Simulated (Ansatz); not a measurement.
**AuF (SMILES [F][Au]): functionals against CCSD(T) at one geometry**

How do the functionals fare away from a minimum? The structure is a structure displaced at random from a GFN2-xTB minimum.

The runs use Ansatz 0.2.0, Gaussian basis; single points in def2-TZVPP.

Correlated methods freeze the cores. Filled d shells of the heavier atoms are correlated. Core potentials replace the inner electrons past krypton, and spin-orbit coupling is left out.

**1. Starting geometry**

SMILES `[F][Au]`, 2 atoms, charge 0, spin multiplicity 1.

Atoms are counted from 1 here; the program's logs count them from 0.

Bond lengths: F1–Au2 2.046 Å.

Coordinates:

```xyz
2
AuF
F     0.9159   -0.3650    0.3814
Au   -0.7836    0.3513   -0.5033
```

**2. CCSD(T)/def2-TZVPP**

File run/in.yaml:

```yaml
crystal:
  periodic: [false, false, false]
  atoms:
    - {symbol: F, position_ang: [0.915900, -0.365000, 0.381400]}
    - {symbol: Au, position_ang: [-0.783600, 0.351300, -0.503300]}
basis:
  gaussian: {orbitals: def2-TZVPP}
correlation: {method: ccsd_t}
output: {forces: true}
```

The command line of these runs was not kept.

**3. PBE0-D4/def2-TZVPP**

Edit run/in.yaml of step 2 so:

```diff
@@ -7,3 +7,3 @@
   gaussian: {orbitals: def2-TZVPP}
-correlation: {method: ccsd_t}
-output: {forces: true}
+hamiltonian: {xc: pbe0, dispersion: d4}
+output: {forces: true, orbitals: {seedname: orbitals}}
```

**4. wB97M-V/def2-TZVPP**

Edit run/in.yaml of step 3 so:

```diff
@@ -7,3 +7,3 @@
   gaussian: {orbitals: def2-TZVPP}
-hamiltonian: {xc: pbe0, dispersion: d4}
-output: {forces: true, orbitals: {seedname: orbitals}}
+hamiltonian: {xc: {name: wB97M-V}}
+output: {forces: true}
```

**5. r2SCAN-D4/def2-TZVPP**

Edit run/in.yaml of step 4 so:

```diff
@@ -7,3 +7,3 @@
   gaussian: {orbitals: def2-TZVPP}
-hamiltonian: {xc: {name: wB97M-V}}
+hamiltonian: {xc: r2scan, dispersion: d4}
 output: {forces: true}
```

**6. PBE-D4/def2-TZVPP**

Edit run/in.yaml of step 5 so:

```diff
@@ -7,3 +7,3 @@
   gaussian: {orbitals: def2-TZVPP}
-hamiltonian: {xc: r2scan, dispersion: d4}
+hamiltonian: {xc: pbe, dispersion: d4}
 output: {forces: true}
```

**7. r2SCAN0-D4/def2-TZVPP**

Edit run/in.yaml of step 6 so:

```diff
@@ -7,3 +7,3 @@
   gaussian: {orbitals: def2-TZVPP}
-hamiltonian: {xc: pbe, dispersion: d4}
+hamiltonian: {xc: {name: r2SCAN0}, dispersion: d4}
 output: {forces: true}
```

**8. LC-wPBE/def2-TZVPP**

Edit run/in.yaml of step 7 so:

```diff
@@ -7,3 +7,3 @@
   gaussian: {orbitals: def2-TZVPP}
-hamiltonian: {xc: {name: r2SCAN0}, dispersion: d4}
+hamiltonian: {xc: {name: LC-wPBE}}
 output: {forces: true}
```

(Steps that only read results are left out.)

**Question.** What will these runs give? Wanted: energy less free atoms, CCSD(T)/def2-TZVPP; RMS force component; RMS force error; HOMO and LUMO, PBE0-D4; T1 diagnostic.

The runs gave:

| quantity | value |
| --- | --- |
| energy less free atoms, CCSD(T)/def2-TZVPP | -2.669 eV |
| RMS force component | 0.782 to 1.056 eV/Å over the methods |
| RMS force error | PBE0-D4 0.024, wB97M-V 0.125, r2SCAN-D4 0.060, PBE-D4 0.162, r2SCAN0-D4 0.111, LC-wPBE 0.006 eV/Å |
| HOMO and LUMO, PBE0-D4 | -8.47 and -4.20 eV |
| T1 diagnostic | 0.032 |

**Reading.** Against CCSD(T) the functionals' energies less atoms differ by -0.513 to +0.173 eV, PBE-D4 by -0.513 eV. CCSD(T) in triple zeta still lacks some correlation energy of the bonds, so part of these gaps is its own basis error and they don't rank the functionals. On forces the order runs from LC-wPBE to PBE-D4. Frozen-core CCSD(T) forces in triple zeta carry basis errors of their own, and this is one geometry, so small gaps rank nothing. The T1 diagnostic is large here, over the usual mark for main-group molecules (transition-metal compounds often pass it harmlessly), so CCSD(T) itself may be off.
